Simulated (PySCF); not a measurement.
# C2H7NOSi: the cost of one run

Program: PySCF 2.14.0. Level of theory: levels as typed in each script, gas phase, geometry from GFN2-xTB. These are calculated values, not measurements.

## (1) The starting structure

SMILES `O=CNC[SiH3]`, 12 atoms, charge 0, spin multiplicity 1.

Bond lengths: O1–C2 1.207 Å, C2–N3 1.342 Å, C2–H6 1.107 Å, N3–C4 1.450 Å, N3–H7 1.007 Å, C4–Si5 1.914 Å, C4–H8 1.093 Å, C4–H9 1.091 Å, Si5–H10 1.459 Å, Si5–H11 1.468 Å, Si5–H12 1.461 Å. Angles: O1–C2–N3 125.3°, O1–C2–H6 122.7°, N3–C2–H6 111.9°, C2–N3–C4 122.0°, C2–N3–H7 120.0°, C4–N3–H7 117.5°, N3–C4–Si5 111.4°, N3–C4–H8 108.7°, N3–C4–H9 106.2°, Si5–C4–H8 112.2°, Si5–C4–H9 110.4°, H8–C4–H9 107.7°, C4–Si5–H10 108.9°, C4–Si5–H11 107.2°, C4–Si5–H12 108.4°, H10–Si5–H11 109.7°, H10–Si5–H12 112.2°, H11–Si5–H12 110.3°.

Geometry (Å):

| atom | x (Å) | y (Å) | z (Å) |
| --- | --- | --- | --- |
| O1 | -2.0430 | 0.9343 | -0.1828 |
| C2 | -1.7948 | -0.1181 | 0.3529 |
| N3 | -0.7038 | -0.8660 | 0.1265 |
| C4 | 0.3523 | -0.4350 | -0.7691 |
| Si5 | 1.8421 | 0.2759 | 0.2003 |
| H6 | -2.4720 | -0.5878 | 1.0923 |
| H7 | -0.5423 | -1.6989 | 0.6684 |
| H8 | 0.6370 | -1.2756 | -1.4061 |
| H9 | -0.0859 | 0.3320 | -1.4094 |
| H10 | 1.3791 | 1.3777 | 1.0368 |
| H11 | 2.3634 | -0.8029 | 1.0483 |
| H12 | 2.8580 | 0.6997 | -0.7604 |

## (2) Localised orbitals (TPSS/6-31+g*)

input.py reads:

```python
import numpy as np
from pyscf import gto, scf, dft, lo
from pyscf.data.elements import chemcore

def solve(mol, dm0=None, hcore=None):
    mf = (dft.UKS if mol.spin else dft.RKS)(mol, xc='tpss')
    mf.grids.level = 3
    mf = mf.density_fit(auxbasis='def2-universal-jkfit')
    mf.conv_tol, mf.max_cycle = 1e-8, 80
    if hcore is not None:
        mf.get_hcore = lambda *args: hcore
    mf.kernel(dm0)
    if not mf.converged:
        mf = mf.newton().run(mf.mo_coeff, mf.mo_occ, max_cycle=30)
    assert mf.converged, 'SCF not converged'
    return mf

mol = gto.M(atom='''
O     -2.04300     0.93429    -0.18281
C     -1.79482    -0.11811     0.35290
N     -0.70381    -0.86604     0.12655
C      0.35225    -0.43501    -0.76905
Si     1.84206     0.27590     0.20026
H     -2.47195    -0.58781     1.09229
H     -0.54233    -1.69886     0.66842
H      0.63698    -1.27563    -1.40614
H     -0.08593     0.33196    -1.40937
H      1.37914     1.37765     1.03680
H      2.36335    -0.80289     1.04828
H      2.85798     0.69974    -0.76044
''', basis='6-31+g*', charge=0, spin=0, verbose=4)
mf = solve(mol)
occ_all = mf.mo_coeff[:, mf.mo_occ > 0]
occ = occ_all[:, chemcore(mol):]
bo = lo.Boys(mol, occ)
loc = bo.kernel()
for _ in range(5):
    new, stable = bo.stability(return_status=True)
    if stable:
        break
    loc = bo.kernel(new)
fock, s = mf.get_fock(), mf.get_ovlp()
ortho = lo.orth_ao(mol, 'meta_lowdin')
labels = mol.ao_labels(fmt=None)
vir = loc[:, :0]
both = np.hstack([loc, vir])
p = (ortho.T @ s @ both) ** 2
pop = np.array([p[[l[0] == a for l in labels]].sum(0) for a in range(mol.natm)])
spd = np.array([[p[[l[0] == a and l[2][-1] == k for l in labels]].sum(0) for k in 'spd'] for a in range(mol.natm)])
eps = np.einsum('pi,pq,qi->i', both, fock, both)
for i in np.argsort(eps):
    top = np.argsort(-pop[:, i])[:3]
    print('%3d %s %9.4f Eh ' % (i + 1, 'occ' if i < loc.shape[1] else 'vir', eps[i]), '  '.join('%s%d %.3f' % (mol.atom_symbol(a), a + 1, pop[a, i]) for a in top))
np.savez('result.npz', c=both, nocc=loc.shape[1], pop=pop, spd=spd, eps=eps, e=mf.e_tot)
```

Started as:

```
$ OMP_NUM_THREADS=1 python input.py
```

**Question.** How long does this run take on 1 thread of Intel Xeon at 2.50GHz (Skylake/Cascade Lake), shared host, and how much memory does it need?

About 54 s, with a peak of 0.47 GiB.
